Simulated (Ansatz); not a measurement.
# H6N3OV: how energies converge with the basis set

Aim: see how fast density functionals converge with the basis set for H6N3OV.

The runs use Ansatz 0.2.0, Gaussian basis; one geometry, several basis sets.

The runs, in order: PBE0-D4/def2-SVP; ωB97M-V/def2-SVP; PBE0-D4/def2-QZVPP; ωB97M-V/def2-QZVPP; the functionals' def2-TZVPP values are taken from earlier runs.

### 1 Structure used throughout

An earlier PBE0-D4 in a triple-zeta def2 set relaxation fixed the geometry.

11 atoms, charge 0, spin multiplicity 1.

Atoms are counted from 1 here; the program's logs count them from 0.

Bond lengths: N1–V2 1.608 Å, N1–H6 1.010 Å, V2–N3 1.838 Å, V2–N4 1.838 Å, V2–O5 1.783 Å, N3–H7 1.006 Å, N3–H8 1.011 Å, N4–H9 1.006 Å, N4–H10 1.011 Å, O5–H11 0.958 Å. Angles: V2–N1–H6 172.8°, N1–V2–N3 105.5°, N1–V2–N4 105.5°, N1–V2–O5 114.2°, N3–V2–N4 113.0°, N3–V2–O5 109.3°, N4–V2–O5 109.3°, V2–N3–H7 126.3°, V2–N3–H8 121.9°, H7–N3–H8 111.5°, V2–N4–H9 126.3°, V2–N4–H10 121.9°, H9–N4–H10 111.5°, V2–O5–H11 125.6°.

### 2 PBE0-D4 in def2-SVP

Contents of in.yaml:

```yaml
crystal:
  periodic: [false, false, false]
  atoms:
    - {symbol: N, position_ang: [-1.560813, 0.388487, 0.383502]}
    - {symbol: V, position_ang: [-0.104096, 0.018374, -0.187000]}
    - {symbol: N, position_ang: [0.285568, -1.641965, 0.498736]}
    - {symbol: N, position_ang: [1.017766, 1.333958, 0.437023]}
    - {symbol: O, position_ang: [-0.010684, -0.041594, -1.966243]}
    - {symbol: H, position_ang: [-2.513327, 0.626839, 0.621265]}
    - {symbol: H, position_ang: [-0.256576, -2.146977, 1.179551]}
    - {symbol: H, position_ang: [1.159221, -2.109878, 0.299903]}
    - {symbol: H, position_ang: [0.778270, 2.059166, 1.092143]}
    - {symbol: H, position_ang: [2.007101, 1.333982, 0.229717]}
    - {symbol: H, position_ang: [-0.737132, 0.122708, -2.567997]}
basis:
  gaussian: {orbitals: def2-SVP}
hamiltonian: {xc: pbe0, dispersion: d4}
output: {orbitals: {seedname: orbitals}}
```

The run is started by

```sh
> ansatz run in.yaml --threads 4 --pin off --events-out ev --progress --plain --max-ram 10444MiB
```

After this run come: ωB97M-V in def2-SVP; PBE0-D4 in def2-QZVPP; ωB97M-V in def2-QZVPP.

**Question.** What will the summary of the whole plan be? Wanted: PBE0-D4: double and triple zeta above quadruple; ωB97M-V: double and triple zeta above quadruple.

The runs gave:

| quantity | value |
| --- | --- |
| PBE0-D4: double and triple zeta above quadruple | 12.56, 0.90 eV |
| ωB97M-V: double and triple zeta above quadruple | 12.75, 0.85 eV |

For PBE0-D4 the step from double to triple zeta gains 11.67 eV and the next only 0.90 eV. Total energies overstate the basis error of differences, where much of it tends to cancel. The LUMO of ωB97M-V is positive and keeps falling with the basis (1.13 to 0.61 eV): an unbound level that the basis holds in place.
